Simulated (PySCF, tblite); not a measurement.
# C4H2BrN2O radical: geometry, infrared bands and EPR parameters

What infrared bands and EPR parameters should C4H2BrN2O radical (`C=[C]c1noc(Br)n1`) show?

Computed with tblite 0.8.0 and PySCF 2.14.0, with density-fitted response routines of our own, on a single molecule in the gas phase. Atoms count from 0, in the outputs and in this text.

## 1. The starting structure

10 atoms, charge 0, multiplicity 2; geometry from: force field or distance geometry start.

Bonds of the start (Å): C0–C1 1.29, C1–C2 1.44, C2–N3 1.32, N3–O4 1.40, O4–C5 1.38, C5–Br6 1.91, C5–N7 1.30, N7–C2 1.36, C0–H8 1.08, C0–H9 1.10.

## 2. Relaxing the molecule with GFN2-xTB

What the job is given:

```
{"job": {"kind": "relax", "xc": "GFN2-xTB", "basis": "xTB"}, "charge": 0, "multiplicity": 2}
C     -2.530200     0.074400    -0.116700
C     -1.253700     0.027900     0.023500
C      0.169600    -0.040400     0.195200
N      0.739200     0.293500     1.340100
O      2.097200     0.086800     1.071000
C      2.158500    -0.331800    -0.241100
Br     3.804400    -0.739100    -1.129000
N      0.992900    -0.418300    -0.813200
H     -2.989700    -0.191500    -1.061200
H     -3.179200     0.387200     0.708800
```

Command:

```bash
$ OMP_NUM_THREADS=1 python probes_run.py task.json out
```

This one command runs all jobs of the session in turn.

**Question.** This job is followed by: GFN2-xTB harmonic vibrations, gas phase; UKS B3LYP, def2-TZVP-core on Br, pcH-1 on C H N O, non-relativistic, mean-field spin-orbit, GIAO. Predict these results of the whole session: strongest single infrared mode (GFN2-xTB); zero-point energy (GFN2-xTB); g(iso) (B3LYP); ⟨S²⟩; largest a(iso) (averaged by class); surface potential, 1st and 99th percentile.

**Answer**, as computed:

| quantity | value |
| --- | --- |
| strongest single infrared mode (GFN2-xTB) | 1537 cm⁻¹, 167 km/mol |
| zero-point energy (GFN2-xTB) | 33.4 kcal/mol |
| g(iso) (B3LYP) | 2.00292 |
| ⟨S²⟩ | 0.777 (exact 0.75) |
| largest a(iso) (averaged by class) | 1H on H8, H9, 138.4 MHz |
| surface potential, 1st and 99th percentile | -1.44 V and 1.33 V |

In words: Relaxing lowered the energy by 0.882 eV in 80 steps; the close pair that moved most is C1–C2, from 1.435 to 1.353 Å. All 24 modes are real, so the xTB geometry is a minimum. The strongest single mode, at 1537 cm⁻¹, moves mainly C5 and N7. GFN2-xTB is a fitted tight-binding method: band positions and strengths are rough. Its intensities can rank the bands wrongly. C1 carries the largest spin population, 0.71 e. The isotropic g lies 0.6 ppt above the free-electron value. The hyperfine terms hold no scalar relativity, which the heavier nuclei need.
